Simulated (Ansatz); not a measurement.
# CH₅AsO: small, medium and large basis sets

Aim: see how fast density functionals converge with the basis set for CH₅AsO.

Computed with Ansatz 0.2.0, Gaussian basis. Level: one geometry, several basis sets.

The runs, in order: PBE0-D4/def2-SVP; ωB97M-V/def2-SVP; PBE0-D4/def2-QZVPP; ωB97M-V/def2-QZVPP; the functionals' def2-TZVPP values are taken from earlier runs.

### Step 1. The relaxed structure

An earlier PBE0-D4 in a triple-zeta def2 set relaxation fixed the geometry.

SMILES `CO[AsH2]`, 8 atoms, charge 0, spin multiplicity 1.

Atoms are counted from 1 here; the program's logs count them from 0.

Bond lengths: C1–O2 1.407 Å, C1–H4 1.098 Å, C1–H5 1.098 Å, C1–H6 1.093 Å, O2–As3 1.784 Å, As3–H7 1.538 Å, As3–H8 1.538 Å. Angles: O2–C1–H4 111.6°, O2–C1–H5 111.6°, O2–C1–H6 107.7°, H4–C1–H5 108.3°, H4–C1–H6 108.8°, H5–C1–H6 108.8°, C1–O2–As3 118.1°, O2–As3–H7 97.5°, O2–As3–H8 97.5°, H7–As3–H8 90.2°.

### Step 2. PBE0-D4 in def2-SVP

Input file in.yaml:

```yaml
crystal:
  periodic: [false, false, false]
  atoms:
    - {symbol: C, position_ang: [-0.419750, 0.876843, -0.216055]}
    - {symbol: O, position_ang: [-0.786445, -0.147670, 0.675496]}
    - {symbol: As, position_ang: [0.254698, -1.593621, 0.766270]}
    - {symbol: H, position_ang: [-0.394180, 0.518891, -1.253320]}
    - {symbol: H, position_ang: [0.566304, 1.291578, 0.029705]}
    - {symbol: H, position_ang: [-1.166058, 1.670671, -0.135438]}
    - {symbol: H, position_ang: [1.607274, -0.863866, 0.823686]}
    - {symbol: H, position_ang: [0.430257, -1.809927, -0.746245]}
basis:
  gaussian: {orbitals: def2-SVP}
hamiltonian: {xc: pbe0, dispersion: d4}
output: {orbitals: {seedname: orbitals}}
```

Further steps of the session: ωB97M-V in def2-SVP; PBE0-D4 in def2-QZVPP; ωB97M-V in def2-QZVPP.

Before running them: what should the planned runs give, taken together? Wanted: PBE0-D4: double and triple zeta above quadruple; ωB97M-V: double and triple zeta above quadruple.

As calculated:

| quantity | value |
| --- | --- |
| PBE0-D4: double and triple zeta above quadruple | 12.86, 1.51 eV |
| ωB97M-V: double and triple zeta above quadruple | 12.95, 1.48 eV |

For PBE0-D4 the step from double to triple zeta gains 11.35 eV and the next only 1.51 eV. Total energies overstate the basis error of differences, where much of it tends to cancel. The LUMO of ωB97M-V is positive and keeps falling with the basis (2.00 to 1.25 eV): an unbound level that the basis holds in place.
